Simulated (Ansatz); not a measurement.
Working through a single point from a YAML input of Cs2TaHgF6, space group Fm-3m

Program: the Ansatz DFT code, driven from Python.

The script reads `input.yaml`:
```yaml
crystal:
  lattice:
    - [0.0, 5.03504, 5.03504]
    - [5.03504, 0.0, 5.03504]
    - [5.03504, 5.03504, 0.0]
  atoms:
    - { symbol: Cs, position: [0.75, 0.75, 0.75], spin: 0.2 }
    - { symbol: Cs, position: [0.25, 0.25, 0.25], spin: 0.2 }
    - { symbol: Ta, position: [0.0, 0.0, 0.0], spin: 0.2 }
    - { symbol: Hg, position: [0.5, 0.5, 0.5], spin: 0.2 }
    - { symbol: F, position: [0.801455, 0.198545, 0.198545], spin: 0.2 }
    - { symbol: F, position: [0.198545, 0.198545, 0.801455], spin: 0.2 }
    - { symbol: F, position: [0.198545, 0.801455, 0.801455], spin: 0.2 }
    - { symbol: F, position: [0.198545, 0.801455, 0.198545], spin: 0.2 }
    - { symbol: F, position: [0.801455, 0.198545, 0.801455], spin: 0.2 }
    - { symbol: F, position: [0.801455, 0.801455, 0.198545], spin: 0.2 }
kpoints:
  mp_grid: { grid: [4, 4, 4] }
hamiltonian:
  xc: lda
scf:
  occupations: { method: gaussian, width: 0.15 }
  n_extra_bands: 4
basis:
  ecutwfc: "31 Ry"
output:
  stress: true
  eigenvalues: true
magnetization:
  spin_polarized: true
```

Run as a notebook:

**Cell 1**
```python
import warnings

import ansatz as az
import numpy as np
import yaml
```

**Cell 2**
```python
warnings.simplefilter("ignore", az.DeckWarning)

with open("input.yaml") as handle:
    tree = yaml.safe_load(handle)
print("sections:", list(tree))
planned = az.Session.from_dict(tree).plan(threads=1, pin="off")
out = planned.execute()
data = out.report
```
Output:
```text
sections: ['crystal', 'kpoints', 'hamiltonian', 'scf', 'basis', 'output', 'magnetization']
```

**Cell 3**
```python
data["published_state_doubts"]
```
Output:
```text
[]
```

**Cell 4**
```python
out.lattice.cell_ang
```
Output:
```text
array([[0.     , 5.03504, 5.03504],
       [5.03504, 0.     , 5.03504],
       [5.03504, 5.03504, 0.     ]])
```

**Cell 5**
```python
out.unlabelled_reasons
```
Output:
```text
['no_forces']
```

**Cell 6**
```python
print("%-22s %14.5f eV" % ("F = E - TS", data["free_energy_ev"]))
print("%-22s %14.5f eV" % ("E", data["internal_energy_ev"]))
print("%-22s %14.5f eV" % ("Harris-Foulkes", data["harris_foulkes_ev"]))
print("%-22s %14.5f eV" % ("Fermi level", data["fermi_energy_ev"]))
```
Output:
```text
F = E - TS               -38985.79432 eV
E                        -38985.68235 eV
Harris-Foulkes           -38985.79432 eV
Fermi level                   6.69190 eV
```

**Cell 7**
```python
# pressure is a third of the trace
print("pressure by term (GPa)")
for term, tensor in data["stress_terms_gpa"].items():
    if np.any(tensor):
        print(f"  {term:28s} {np.trace(np.array(tensor)) / 3:12.3f}")
print(f"  {'total':28s} {np.trace(np.array(data['stress_gpa'])) / 3:12.3f}")
```
Output:
```text
pressure by term (GPa)
  kinetic                          1037.122
  hartree                           897.644
  ewald                           -1215.552
  local_pseudopotential            -334.824
  nonlocal_pseudopotential         -257.077
  augmentation                       85.533
  nlcc                             -170.831
  xc                                -46.447
  augmentation_tail                   0.002
  scf_correction                     -0.000
  pulay_correction                    0.374
  total                              -4.056
```

Notes:
- The settings weren't tested for convergence.
- No spin polarisation was allowed.
- For a metal this k-point mesh is coarse: on a finer one energies can move by several to tens of meV an atom and pressures by half a GPa or more, differences at one mesh by less.
- Only differences from the Fermi energy are physical; the zero of the scale is a convention.
- Pressure is positive in compression.
- Spin-orbit coupling, which matters for elements this heavy, is left out.
- The structure comes from a database of computed cells and needn't be a stable or known phase.
- The script silences the warnings on its input, which a real study should read.
- Wall time of the script: 20 s on 1 thread of Arm Neoverse V2, on a shared host, peak memory 0.67 GiB.

(Lines on the test bed's own set-up are left out of the output.)
